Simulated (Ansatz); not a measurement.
Crystal: Cd2S.

```
CELL_PARAMETERS angstrom
3.96267 0.00000 0.00000
-1.98134 3.43177 0.00000
0.00000 0.00000 5.80919
ATOMIC_POSITIONS crystal
Cd 0.33333 0.66667 0.93272
Cd 0.66667 0.33333 0.57873
S 0.33333 0.66667 0.36571
```

The cell comes from a database or a generator and needn't be the stable form of this composition.

Base run:

```yaml
Program: Ansatz 0.2.0
Functional: PBE
Potentials_or_basis: all-electron LAPW, scalar-relativistic
Cutoff: 229 eV
Density_cutoff: 916 eV
Basis_error_allowed: 0.002 eV/atom
k_mesh: 8 × 8 × 5
Occupations: fermi-dirac, width 0.05 eV
Spin: no spin polarisation
```

Its results: band gap on the k mesh 0.24 eV, indirect (least direct gap 0.57 eV); pressure -0.1 GPa; largest force 0.072 eV/Å.

**Question.** The run is repeated on the same cell with these changes: functional from PBE to PBEsol. What comes out?

**Answer.** Band gap on the k mesh 0.22 eV, indirect (least direct gap 0.56 eV); pressure -3.0 GPa; largest force 0.143 eV/Å.

PBEsol binds more tightly than PBE, so the same cell stands under less pressure.

A k mesh can miss the band edges.

Not every run made on this cell is shown here.
